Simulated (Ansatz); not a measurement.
**NaCl: the cell at several levels of theory**

One table from this session's results is given with a row withheld; the runs are named, their logs left out.

The COD entry's cell or inner coordinates are ideal or old and differ from later refinements, so a difference from it is no clean test against experiment.

Code: Ansatz 0.2.0. PAW datasets, plane waves, zero pressure. Spin-unpolarised throughout; all numbers are computed.

## The cell

It is cubic, Fm-3m (No. 225); a = 5.620 Å in the conventional setting, 22.19 Å³ an atom. Near Na stand 6 Cl at 2.81 Å; near Cl stand 6 Na at 2.81 Å.

The structure in full:

```
CELL_PARAMETERS angstrom
0.00000 2.81000 2.81000
2.81000 0.00000 2.81000
2.81000 2.81000 0.00000
ATOMIC_POSITIONS crystal
Na 0.00000 0.00000 0.00000
Cl 0.50000 0.50000 0.50000
```

Set-up of the first run:

File input.yaml:

```yaml
crystal:
  lattice:
    - [0.0, 2.81, 2.81]
    - [2.81, 0.0, 2.81]
    - [2.81, 2.81, 0.0]
  atoms:
    - { symbol: Na, position: [0.0, 0.0, 0.0] }
    - { symbol: Cl, position: [0.5, 0.5, 0.5] }
kpoints:
  mp_grid: { grid: [8, 8, 8] }
hamiltonian:
  xc: pbe
scf:
  occupations: { method: fermi_dirac, width: 0.02 }
relax:
  f_tol: 0.005
  cell: {}
output:
  write_density: true
  write_potential: true
  elf: true
  volumetric_format: npy
```

Command:

```
ansatz run input.yaml --threads 2 --pin off --max-ram 4608MiB --backend cpu --events-out ev --progress --plain --runs-dir out
```

Steps of the session up to this table: PBE: cell and atoms; Relaxation with r2SCAN; Relaxing with PBEsol; Relaxation with LDA; Relaxation with HSE06.

One table of the session follows, with a row left open; its other results are not shown here.

```
 level  a (Å)  volume (Å³/atom)
   PBE  5.694            23.078
r2SCAN  5.605            22.016
PBEsol  5.598            21.934
   LDA      ?                 ?
 HSE06  5.652            22.574
```

**Question.** Estimate the row for LDA.

The run gave: a (Å): 5.464; volume (Å³/atom): 20.387. In the column «a (Å)» it is the lowest.

In words: From the start to the first minimum the volume moved by +4.0 %. The volume runs from LDA (least) to PBE (most), a spread of 13.2 %, or 4.2 % in length if all axes shared it alike. The meshes differ: PBE 8×8×8, r2SCAN 8×8×8, PBEsol 8×8×8, LDA 8×8×8, HSE06 6×6×6.
